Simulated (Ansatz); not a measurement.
Debugging vertical spin-state energies of CH5BOSi, SMILES CB1O[SiH2]1 (the Ansatz DFT code, driven from Python).

`ch5bosi.xyz`
```text
9

C    -0.52280    0.86310   -1.18490
B     0.31340   -0.11640   -0.37520
O     1.49450   -0.36230    0.40440
Si    0.42530   -1.06990    1.36420
H    -0.02590    1.20810   -2.13130
H    -0.77980    1.81710   -0.57400
H    -1.50100    0.42400   -1.47410
H     0.51140   -2.52800    1.31170
H    -0.52280    0.86310   -1.18490
```

`spin_ch5bosi.py`
```python
'''Vertical spin-state energies of CH5BOSi.'''

import ansatz as az


def main() -> None:
    system = az.Crystal.molecule_from_extxyz('ch5bosi.xyz')

    calc = (
        system.calculation()
        .basis(gaussian='pcseg-2')
        .functional('HF')
    )
    found = {}
    for unpaired in [0, 2]:
        data = calc.spin('collinear', total=unpaired).run().report
        s = unpaired / 2
        found[unpaired] = data['free_energy_ev']
        print(f'2S+1 = {unpaired + 1}: E = {found[unpaired]:.5f} eV, <S^2> = {abs(data["mean_field"]["state"]["spin_squared"]):.3f} (pure state {s * (s + 1):.2f})')
    lowest = min(found, key=found.get)
    for unpaired, e in found.items():
        print(f'multiplicity {unpaired + 1}: {(e - found[lowest]):.3f} eV above the lowest')


if __name__ == '__main__':
    main()
```

```console
$ python spin_ch5bosi.py
Traceback (most recent call last):
  File "spin_ch5bosi.py", line 26, in <module>
    main()
    ~~~~^^
  File "spin_ch5bosi.py", line 16, in main
    data = calc.spin('collinear', total=unpaired).run().report
           ~~~~~~~~~~~~~~~~~~~~~~~~~~~~~~~~~~~~~~~~~~^^
  ...
ansatz.GaussianBasisError: two nuclei lie on one point
$ echo $?
1
```
(Library frames cut from the traceback.)

Find the fault and give the corrected script.

The fault: two atoms almost overlap. Mended:

```diff
--- ch5bosi.xyz
+++ ch5bosi.xyz
@@ -11 +11 @@
-H    -0.52280    0.86310   -1.18490
+H     0.17350   -0.28180    2.64200
```

The mended script runs so:

```console
$ python spin_ch5bosi.py
2S+1 = 1: E = -11681.75954 eV, <S^2> = 0.000 (pure state 0.00)
2S+1 = 3: E = -11679.97615 eV, <S^2> = 2.012 (pure state 2.00)
multiplicity 1: 0.000 eV above the lowest
multiplicity 3: 1.783 eV above the lowest
```

Total energies depend on the basis set; only differences at equal settings carry meaning. The geometry is a force-field or estimated start, not a minimum of this method, and the basis set is short of its limit. All parts are taken at fixed geometry, without zero-point energy. Hartree-Fock leaves correlation out, so it favours high-spin states too much. Hardware and time: 23 s on 1 thread of Intel(R) Xeon(R) Platinum 8259CL CPU @ 2.50GHz (Skylake/Cascade Lake) (shared host), peak memory 0.63 GiB.

(Lines on the test bed's own set-up are left out of the output.)
